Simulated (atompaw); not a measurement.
# Sm: generating and testing a PAW (atompaw) potential

Do these settings give a usable potential? It is generated, then checked for scattering, ghosts and hardness.

Program: atompaw 4.2.0.5. Reference atom: PBEsol, scalar-relativistic, spherical and spin-unpolarised. All values are calculated.

**1. Settings**

Typed settings, in words:

```
element                 : samarium (Sm, Z = 62)
type                    : PAW
frozen core             : [Kr] 4d10
valence charge          : 16
reference configuration : 4f6 5s2 5p6 5d0 6s2 6p0
partial waves           : 5s (bound): rc 1.50 bohr; 6s (bound): rc 2.50 bohr; 5p (bound): rc 2.45 bohr; 6p (bound, empty): rc 3.00 bohr; 5d (bound, empty): rc 3.00 bohr; 5d channel at 0.2 Ry: rc 3.00 bohr; 4f (bound): rc 1.25 bohr; 4f channel at 1.65 Ry: rc 1.25 bohr
local potential         : troulliermartins scheme with l = 4 at 0 Ry, radius 2.10 bohr
core correction         : smooth core density matched at 2.05 bohr
augmentation charge     : sinc compensation charge, radius 2.95 bohr; PAW radius 3.00 bohr; waves and projectors: custom polynom vanderbiltortho
```

The outer shells as boxes (Hund's rule for the drawing; the calculation is spin-unpolarised):

```
[Kr] core
4d [↑↓][↑↓][↑↓][↑↓][↑↓]
4f [↑ ][↑ ][↑ ][↑ ][↑ ][↑ ][  ]
5s [↑↓]
5p [↑↓][↑↓][↑↓]
5d [  ][  ][  ][  ][  ]
6s [↑↓]
6p [  ][  ][  ]
```

**2. Generation**

File Sm.input:

```
Sm 62
GGA-PBESOL scalarrelativistic loggrid 2001 logderivrange -5 5 251
6 6 5 4 0 0
6 1 0
5 2 0
4 3 6
0 0 0
c
c
c
c
v
v
c
c
c
v
v
c
c
v
v
3
3.00 2.95 2.10 2.05
n
n
y
0.2
n
y
1.65
n
custom polynom vanderbiltortho sinc
4 0 troulliermartins
1.50
2.50
2.45
3.00
3.00
3.00
1.25
1.25
PWSCFOUT
UPFDX 0.0125d0 UPFXMIN -7.d0 UPFZMESH 62.d0
END
```

Started as:

```bash
$ atompaw < Sm.input > Sm.log
```

**Question.** What will these runs give? Wanted: cutoffs for 10 and 1 mRy, occupied levels; bound ghosts; largest phase difference near zero energy, channels read; lowest eigenvalue of the overlap; share of valence orbitals outside the PAW sphere; UPF file.

The runs gave:

```
                                                quantity                                              value
               cutoffs for 10 and 1 mRy, occupied levels                                  120 Ry and 200 Ry
                                            bound ghosts                                         none found
largest phase difference near zero energy, channels read                                          0.147 rad
         lowest eigenvalue of the overlap (Bessel basis)                                          0.599 (s)
        share of valence orbitals outside the PAW sphere  5s 1 %, 6s 82 %, 5p 3 %, 6p 95 %, 5d 49 %, 4f 2 %
                                                UPF file                                            written
```

By its cutoff, 120 Ry for the looser tolerance, it is hard. The slowest occupied level is 4f: taken alone it needs 140 Ry to come within 1 mRy, against 40 Ry for 5s. The Bessel-basis test finds no level below the valence levels. Near zero energy the largest phase difference among the channels read is 0.15 rad, in the p channel. The pseudo curves have a pole with no partner nearby in the atom's: s at 1.82 Ry. At positive energy that is a spurious or a displaced resonance. All of this concerns the isolated atom, not yet a solid.
